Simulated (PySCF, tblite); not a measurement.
**C₆H₁₀BrCl: geometry, infrared bands and NMR shifts**

Aim: predict the infrared bands and NMR shifts of C₆H₁₀BrCl (`C=C(C)C[C@@](C)(Cl)Br`).

Computed with tblite 0.8.0 and PySCF 2.14.0, with density-fitted response routines of our own, on a single molecule in the gas phase. Atoms are numbered from 0 throughout.

### Step 1. The starting structure

18 atoms, charge 0, multiplicity 1; geometry from: force field or distance geometry start.

Bonds of the start (Å): C0–C1 1.34, C1–C2 1.49, C1–C3 1.50, C3–C4 1.49, C4–C5 1.51, C4–Cl6 1.77, C4–Br7 1.96, C0–H8 1.07, C0–H9 1.11, C2–H10 1.12, C2–H11 1.11, C2–H12 1.08, C3–H13 1.09, C3–H14 1.12, C5–H15 1.12, C5–H16 1.10, C5–H17 1.10.

### Step 2. Relaxing the molecule with GFN2-xTB

What the job is given:

```
{"job": {"kind": "relax", "xc": "GFN2-xTB", "basis": "xTB"}, "charge": 0, "multiplicity": 1}
C     -1.402500    -0.996900     1.211300
C     -0.989400    -0.032300     0.375300
C     -1.744500     0.158500    -0.889600
C      0.206100     0.819100     0.691600
C      1.304200     0.699300    -0.307000
C      1.803700    -0.723900    -0.424500
Cl     0.987500     1.473600    -1.863200
Br     2.797000     1.706800     0.467600
H     -0.946500    -1.236300     2.150100
H     -2.297400    -1.580100     0.921300
H     -2.497200    -0.665000    -0.940600
H     -2.304600     1.120600    -0.848000
H     -1.145100     0.065800    -1.786200
H     -0.123300     1.847000     0.838900
H      0.600500     0.441500     1.667300
H      1.587300    -1.219100     0.560700
H      1.262100    -1.190500    -1.258900
H      2.893200    -0.681600    -0.577900
```

Started as:

```console
$ OMP_NUM_THREADS=1 python probes_run.py task.json out
```

One launch serves the whole session: the jobs run in the order shown.

Standard output:

```text
step      E/eV     max force
  0    -722.37305    1.434
  1    -722.50077    1.107
  2    -722.56226    0.624
  3    -722.60219    0.459
  4    -722.63355    0.332
  5    -722.65059    0.245
  6    -722.66353    0.288
  7    -722.67354    0.268
  8    -722.68405    0.311
  9    -722.69494    0.331
 10    -722.70481    0.294
 11    -722.71293    0.239
 12    -722.72010    0.228
 13    -722.72669    0.256
 14    -722.73280    0.242
 15    -722.73821    0.184
 16    -722.74302    0.159
 17    -722.74783    0.190
 18    -722.75248    0.205
 19    -722.75609    0.141
 20    -722.75875    0.124
 21    -722.76125    0.125
 22    -722.76419    0.179
 23    -722.76742    0.163
 24    -722.77049    0.151
 25    -722.77333    0.162
 26    -722.77624    0.148
 27    -722.77918    0.153
 28    -722.78172    0.139
 29    -722.78388    0.166
 30    -722.78596    0.171
 31    -722.78819    0.126
 32    -722.79036    0.137
 33    -722.79200    0.111
 34    -722.79313    0.095
 35    -722.79404    0.078
 36    -722.79497    0.070
 37    -722.79598    0.078
 38    -722.79688    0.071
 39    -722.79758    0.075
 40    -722.79819    0.063
 41    -722.79870    0.058
 42    -722.79938    0.049
 43    -722.79980    0.050
 44    -722.80029    0.047
 45    -722.80065    0.043
 46    -722.80113    0.071
 47    -722.80172    0.091
 48    -722.80234    0.071
 49    -722.80279    0.035
 50    -722.80310    0.033
 51    -722.80335    0.057
 52    -722.80356    0.049
 53    -722.80371    0.022
 54    -722.80380    0.024
 55    -722.80390    0.036
 56    -722.80402    0.045
 57    -722.80413    0.030
 58    -722.80420    0.022
 59    -722.80428    0.024
 60    -722.80440    0.046
 61    -722.80456    0.057
 62    -722.80471    0.042
 63    -722.80481    0.028
 64    -722.80489    0.032
 65    -722.80501    0.048
 66    -722.80520    0.068
 67    -722.80545    0.066
 68    -722.80569    0.042
 69    -722.80590    0.049
 70    -722.80614    0.050
 71    -722.80644    0.066
 72    -722.80680    0.061
 73    -722.80715    0.041
 74    -722.80751    0.041
 75    -722.80794    0.070
 76    -722.80843    0.081
 77    -722.80886    0.065
 78    -722.80917    0.045
 79    -722.80943    0.053
 80    -722.80974    0.074
 81    -722.81022    0.079
 82    -722.81071    0.069
 83    -722.81104    0.066
 84    -722.81129    0.059
 85    -722.81148    0.039
 86    -722.81160    0.021
 87    -722.81166    0.017
 88    -722.81169    0.016
 89    -722.81174    0.021
 90    -722.81180    0.021
 91    -722.81186    0.020
 92    -722.81190    0.017
 93    -722.81194    0.012
 94    -722.81198    0.015
 95    -722.81202    0.017
 96    -722.81207    0.025
 97    -722.81215    0.027
 98    -722.81226    0.024
 99    -722.81243    0.028
100    -722.81266    0.032
101    -722.81290    0.041
102    -722.81308    0.038
103    -722.81324    0.034
104    -722.81343    0.040
105    -722.81361    0.038
106    -722.81373    0.049
107    -722.81380    0.023
108    -722.81385    0.019
109    -722.81390    0.015
110    -722.81394    0.016
111    -722.81398    0.014
112    -722.81401    0.012
113    -722.81403    0.013
114    -722.81406    0.014
115    -722.81410    0.015
116    -722.81418    0.022
117    -722.81428    0.026
118    -722.81440    0.025
119    -722.81449    0.025
120    -722.81457    0.028
121    -722.81465    0.030
122    -722.81477    0.033
123    -722.81497    0.043
124    -722.81530    0.054
125    -722.81585    0.073
126    -722.81662    0.064
127    -722.81725    0.103
128    -722.81570    0.196
129    -722.81800    0.097
130    -722.81715    0.092
131    -722.81843    0.038
132    -722.81858    0.041
133    -722.81874    0.037
134    -722.81904    0.021
135    -722.81908    0.016
136    -722.81913    0.012
137    -722.81916    0.008
```

Run time: 4.7 s. Hardware: 1 thread of Intel Xeon at 2.50GHz, shared host; peak memory 0.18 GiB.

Relaxation path: (not every step is listed)

| step | energy from step 0 (eV) | largest force (eV/Å) |
| --- | --- | --- |
| 0 | 0.0000 | 1.4340 |
| 1 | -0.1277 | 1.1065 |
| 2 | -0.1892 | 0.6236 |
| 3 | -0.2291 | 0.4589 |
| 4 | -0.2605 | 0.3325 |
| 5 | -0.2775 | 0.2455 |
| 6 | -0.2905 | 0.2878 |
| 7 | -0.3005 | 0.2680 |
| 8 | -0.3110 | 0.3109 |
| 20 | -0.3857 | 0.1236 |
| 32 | -0.4173 | 0.1375 |
| 44 | -0.4272 | 0.0473 |
| 56 | -0.4310 | 0.0446 |
| 68 | -0.4326 | 0.0423 |
| 80 | -0.4367 | 0.0740 |
| 92 | -0.4389 | 0.0171 |
| 104 | -0.4404 | 0.0401 |
| 116 | -0.4411 | 0.0216 |
| 128 | -0.4426 | 0.1962 |
| 132 | -0.4455 | 0.0410 |
| 133 | -0.4457 | 0.0367 |
| 134 | -0.4460 | 0.0214 |
| 135 | -0.4460 | 0.0156 |
| 136 | -0.4461 | 0.0122 |
| 137 | -0.4461 | 0.0084 |

Close pairs (by a distance rule), those that changed most:

| bond | before (Å) | after (Å) | change (Å) |
| --- | --- | --- | --- |
| C4–Br7 | 1.960 | 1.999 | +0.038 |
| C3–C4 | 1.489 | 1.526 | +0.037 |
| C5–H15 | 1.124 | 1.088 | -0.035 |
| C0–H9 | 1.107 | 1.076 | -0.030 |
| C2–H10 | 1.117 | 1.086 | -0.030 |
| C3–H14 | 1.118 | 1.093 | -0.025 |
| C2–H11 | 1.114 | 1.090 | -0.024 |
| C4–Cl6 | 1.767 | 1.789 | +0.022 |

The end geometry stands in the next job.

### Step 3. Harmonic vibrations with GFN2-xTB

What the job is given:

```
{"job": {"kind": "ir", "xc": "GFN2-xTB", "basis": "xTB"}, "charge": 0, "multiplicity": 1}
C     -1.193132    -1.220758     0.863940
C     -1.047154    -0.061288     0.241647
C     -2.018912     0.427461    -0.784867
C      0.100998     0.864840     0.567549
C      1.365708     0.586779    -0.240752
C      1.917006    -0.812335    -0.089275
Cl     1.107094     0.931203    -1.976668
Br     2.759398     1.865147     0.406816
H     -0.506063    -1.557992     1.621332
H     -2.014665    -1.880246     0.642959
H     -2.804583    -0.303796    -0.953381
H     -2.474121     1.359698    -0.450994
H     -1.515178     0.626170    -1.728668
H     -0.203082     1.899695     0.396072
H      0.364460     0.756815     1.622963
H      2.137402    -1.011347     0.957931
H      1.183589    -1.535093    -0.442187
H      2.832475    -0.928636    -0.666075
```

Standard output:

```text
mode    cm-1     km/mol
  1      31.0      0.56
  2     108.1      1.58
  3     134.8      1.82
  4     145.8      0.35
  5     190.9      2.26
  6     206.8      1.10
  7     252.7      1.43
  8     261.0      1.65
  9     295.6      3.74
 10     338.5      0.97
 11     402.3      1.76
 12     437.1      0.96
 13     448.3      6.10
 14     582.2      0.82
 15     607.2      2.59
 16     719.1      0.73
 17     873.4      4.75
 18     896.0     14.10
 19     908.5     21.58
 20     932.4      4.13
 21     979.6      0.20
 22    1021.3      2.07
 23    1041.9     10.80
 24    1067.1     34.21
 25    1082.3     26.43
 26    1166.4     16.92
 27    1213.8     12.76
 28    1275.0      4.37
 29    1310.4     38.14
 30    1398.7     16.15
 31    1401.8     36.12
 32    1420.2      3.71
 33    1456.3      1.53
 34    1469.0     10.53
 35    1472.4      9.04
 36    1474.7      2.72
 37    1483.4      4.16
 38    1723.7     21.86
 39    2968.8     15.82
 40    2985.0     16.95
 41    3005.4     18.77
 42    3027.2      7.02
 43    3029.5      8.15
 44    3032.1     19.19
 45    3035.6      8.37
 46    3052.7     26.55
 47    3108.0     14.30
 48    3132.1     42.97
```

Run time: 2.7 s. Hardware: 1 thread of Intel Xeon at 2.50GHz, shared host; peak memory 0.18 GiB.

Which atoms move in the most intense modes:

| cm⁻¹ | km/mol | atoms |
| --- | --- | --- |
| 908 | 21.6 | H9 32 %, H8 25 %, C0 17 % |
| 1067 | 34.2 | H16 35 %, H15 17 %, C5 17 %, C4 12 % |
| 1082 | 26.4 | C4 17 %, H13 12 %, C5 10 % |
| 1310 | 38.1 | H13 42 %, C3 24 %, H14 18 % |
| 1402 | 36.1 | H17 27 %, H16 27 %, H15 25 %, C5 18 % |
| 1724 | 21.9 | C1 55 %, C0 38 % |
| 3053 | 26.6 | H10 93 % |
| 3132 | 43.0 | H9 56 %, H8 34 % |

### Step 4. Shielding tensors: PBE0/pcSseg-1

Same as in step 3 but for these lines:

```diff
@@ -1,2 +1,2 @@
-{"job": {"kind": "ir", "xc": "GFN2-xTB", "basis": "xTB"}, "charge": 0, "multiplicity": 1}
+{"job": {"kind": "nmr", "xc": "PBE0", "basis": "pcSseg-1"}, "charge": 0, "multiplicity": 1}
 C     -1.193132    -1.220758     0.863940
```

Level: GIAO PBE0/pcSseg-1 NMR shielding, non-relativistic, gas phase.

Standard output:

```text
coarse grid: 69448 points
cycle   1  E = -3267.8608734808  dE = -3.833e-01  |g| = 8.375e-01  |ddm| = 3.864e+00
cycle   2  E = -3267.8119053384  dE =  4.897e-02  |g| = 7.757e-01  |ddm| = 1.047e+00
cycle   3  E = -3267.9187565235  dE = -1.069e-01  |g| = 2.819e-01  |ddm| = 8.579e-01
cycle   4  E = -3267.9366387119  dE = -1.788e-02  |g| = 8.201e-02  |ddm| = 3.250e-01
cycle   5  E = -3267.9381398395  dE = -1.501e-03  |g| = 1.564e-02  |ddm| = 9.607e-02
cycle   6  E = -3267.9381955194  dE = -5.568e-05  |g| = 6.185e-03  |ddm| = 2.160e-02
cycle   7  E = -3267.9382044142  dE = -8.895e-06  |g| = 1.402e-03  |ddm| = 5.880e-03
final grid: 145792 points
cycle   8  E = -3267.9382059977  dE =  5.275e-07  |g| = 2.104e-03  |ddm| = 4.772e-03
cycle   9  E = -3267.9382041429  dE =  1.855e-06  |g| = 3.462e-03  |ddm| = 5.217e-03
cycle  10  E = -3267.9382071363  dE = -2.993e-06  |g| = 2.145e-04  |ddm| = 3.101e-03
cycle  11  E = -3267.9382071484  dE = -1.205e-08  |g| = 3.468e-05  |ddm| = 3.041e-04
cycle  12  E = -3267.9382071485  dE = -1.628e-10  |g| = 5.469e-06  |ddm| = 2.521e-05
converged SCF energy = -3267.9382071485

GIAO shielding tensors (ppm)
atom      isotropic    diamagn.    paramagn.     s11        s22        s33       span
  0 C       62.317     253.152    -190.835    -43.359     85.618    144.693    188.051
  1 C       35.094     260.211    -225.117    -85.709     32.827    158.166    243.875
  2 C      158.230     244.419     -86.189    140.521    148.719    185.450     44.929
  3 C      125.363     246.292    -120.929    105.258    123.754    147.076     41.818
  4 C       79.898     242.287    -162.389     53.317     77.769    108.607     55.290
  5 C      146.947     246.394     -99.447    124.123    141.682    175.036     50.912
  6 Cl     592.628    1147.145    -554.518    358.176    472.564    947.143    588.967
  7 Br    1553.699    3122.210   -1568.511    683.625   1072.265   2905.207   2221.581
  8 H       26.671      32.069      -5.398     22.557     25.278     32.178      9.621
  9 H       26.226      30.681      -4.456     23.442     25.132     30.103      6.661
 10 H       29.909      28.862       1.046     25.789     28.118     35.819     10.030
 11 H       29.817      27.798       2.020     25.964     27.927     35.561      9.597
 12 H       28.788      28.779       0.008     23.045     30.769     32.549      9.504
 13 H       28.438      30.560      -2.122     24.583     29.242     31.489      6.906
 14 H       28.502      31.054      -2.552     23.361     29.704     32.441      9.080
 15 H       29.899      29.786       0.113     26.038     27.480     36.179     10.141
 16 H       29.127      29.707      -0.581     24.525     28.747     34.108      9.584
 17 H       29.127      29.035       0.092     25.792     27.590     34.000      8.208
```

Wall time 3.4 min (1 thread of Intel Xeon at 2.50GHz, shared host); peak memory 1 GiB.

Shifts follow as δ = σ(reference) − σ, with reference shieldings (ppm) from runs at the same level and on the same kind of geometry: 1H TMS 31.72, 13C TMS 186.9, 35Cl HCl 950, 79Br HBr 2622. The references are single molecules in the gas phase. Atoms listed in one row are averaged.

| atoms | environment | σ (ppm) | δ (ppm) | δ scaled to CDCl3 |
| --- | --- | --- | --- | --- |
| C1 | fully substituted alkene carbon | 35.1 | 151.8 | 146.3 |
| C0 | terminal =CH2 carbon | 62.3 | 124.6 | 119.7 |
| C4 | fully substituted sp3 carbon bonded to Br and Cl | 79.9 | 107.0 | 87.7 |
| C3 | allylic sp3 CH2 | 125.4 | 61.6 | 58.2 |
| C5 | methyl carbon | 146.9 | 40.0 | 37.1 |
| C2 | allylic methyl carbon | 158.2 | 28.7 | 26.1 |
| H9 | hydrogen on a terminal =CH2 carbon | 26.23 | 5.49 | 5.28 |
| H8 | hydrogen on a terminal =CH2 carbon | 26.67 | 5.05 | 4.86 |
| H13 | hydrogen on an allylic sp3 CH2 | 28.44 | 3.28 | 3.20 |
| H14 | hydrogen on an allylic sp3 CH2 | 28.50 | 3.21 | 3.14 |
| H15, H16, H17 | hydrogen on a methyl carbon | 29.38 | 2.33 | 2.30 |
| H10, H11, H12 | hydrogen on an allylic methyl carbon | 29.50 | 2.21 | 2.19 |
| Cl6 | chlorine bonded to C | 593 | 357 | – |
| Br7 | bromine bonded to C | 1554 | 1068 | – |

The scaled column applies a straight-line fit of computed shieldings to shifts measured in CDCl3, with any fitted terms for Cl, Br or S neighbours (root-mean-square error 0.16 ppm for H, 1.9 ppm for C).

Charges from the same density, by scheme (e):

| atoms | Mulliken | IAO | Hirshfeld | ESP fit |
| --- | --- | --- | --- | --- |
| C0 | -0.04 | -0.34 | -0.11 | -0.78 |
| C1 | -0.48 | 0.03 | 0.02 | 0.72 |
| C2 | -0.13 | -0.43 | -0.12 | -0.65 |
| C3 | 0.03 | -0.27 | -0.08 | -0.98 |
| C4 | -0.50 | 0.04 | 0.08 | -0.11 |
| C5 | -0.09 | -0.42 | -0.14 | -0.79 |
| Cl6 | -0.02 | -0.08 | -0.02 | 0.01 |
| Br7 | -0.06 | -0.08 | -0.05 | -0.01 |

Mayer bond orders: C0–C1 1.96, C1–C2 1.05, C1–C3 1.02, C3–C4 0.92, C4–C5 0.95, C4–Cl6 1.03, C4–Br7 1.01.

Orbitals, density, ELF and potential are computed afterwards from the orbital file.

Frontier orbitals at PBE0/pcSseg-1, with the share of their density that lies nearest to each atom:

| orbital | energy (eV) | lies on |
| --- | --- | --- |
| HOMO | -7.51 | C0, C1 about 31 % each |
| LUMO | -0.98 | Br7 36 %; C4 27 %; C0, C1 about 7 % each |

ELF in a plane through or near 5 of the atoms.

Values, 10 rows by 14 columns:
```
0.00 0.00 0.00 0.00 0.00 0.00 0.00 0.00 0.00 0.00 0.00 0.00 0.00 0.00
0.00 0.00 0.00 0.00 0.00 0.00 0.00 0.01 0.01 0.01 0.00 0.00 0.00 0.00
0.00 0.00 0.00 0.02 0.11 0.01 0.09 0.91 0.42 0.88 0.88 0.02 0.00 0.00
0.00 0.00 0.01 0.92 1.00 0.55 0.02 0.80 0.27 0.93 0.76 0.02 0.00 0.00
0.00 0.00 0.01 0.52 0.95 0.46 0.02 0.41 0.86 0.46 0.02 0.02 0.00 0.00
0.00 0.06 0.28 0.10 0.28 0.52 0.81 0.86 0.34 0.85 0.43 0.20 0.01 0.00
0.00 0.47 0.84 0.63 0.71 0.56 0.55 0.36 0.04 0.79 0.99 0.70 0.01 0.00
0.00 0.29 0.77 0.87 0.73 0.07 0.03 0.02 0.01 0.30 0.91 0.37 0.00 0.00
0.00 0.01 0.24 0.56 0.33 0.01 0.01 0.00 0.00 0.00 0.00 0.00 0.00 0.00
0.00 0.00 0.00 0.00 0.00 0.00 0.00 0.00 0.00 0.00 0.00 0.00 0.00 0.00
```
The map spans 10.9 Å across and 9.5 Å up, centred on the molecule. Atoms in the plane (x, y in Å): C0 (1.1, 1.5), C1 (1.0, 0.2), C4 (-1.3, -0.7), H11 (2.5, -1.3), H15 (-2.2, 1.3).

On the surface of density 0.002 e/bohr³ the electrostatic potential runs, from the 1st to the 99th percentile, from -0.76 V near Br7 to 0.97 V near H8.

### Step 5. What came out

| quantity | value |
| --- | --- |
| strongest single infrared mode (GFN2-xTB) | 3132 cm⁻¹, 43 km/mol |
| zero-point energy (GFN2-xTB) | 89.5 kcal/mol |
| 13C shifts against TMS (PBE0/pcSseg-1) | 151.8, 124.6, 107.0, 61.6, 40.0, 28.7 ppm |
| 1H shifts against TMS (PBE0/pcSseg-1, means over atoms taken as alike) | 5.49, 5.05, 3.28, 3.21, 2.33, 2.21 ppm |
| 35Cl shifts against HCl (PBE0/pcSseg-1) | 357 ppm |
| 79Br shifts against HBr (PBE0/pcSseg-1) | 1068 ppm |
| surface potential, 1st and 99th percentile | -0.76 V and 0.97 V |

In words: Over 137 steps the energy fell by 0.446 eV; of the close pairs, C4–Br7 changed most, 1.960 to 1.999 Å. All 48 modes are real, so the xTB geometry is a minimum. The strongest single mode, at 3132 cm⁻¹, moves mainly H9 and H8. GFN2-xTB is a fitted tight-binding method: band positions and strengths are rough. Its intensities can rank the bands wrongly. C4 stands next to heavy halogen, whose spin-orbit shielding this run leaves out, so the computed shift lies too far downfield, most of all for carbon beside Br or I. C1 (fully substituted alkene carbon) lies farthest downfield among carbon, at 151.8 ppm; as expected for a trigonal carbon in a double bond. At PBE0/pcSseg-1: Shielding is most anisotropic at Br7 (span 2222 ppm, paramagnetic term -1569 ppm). At PBE0/pcSseg-1, counted by nearest atom on the grid, the HOMO lies on C0, C1 about 31 % each, the LUMO on Br7 36 %; C4 27 %. Spin-orbit coupling is left out, which matters for shieldings and couplings at and beside the heavy atoms.
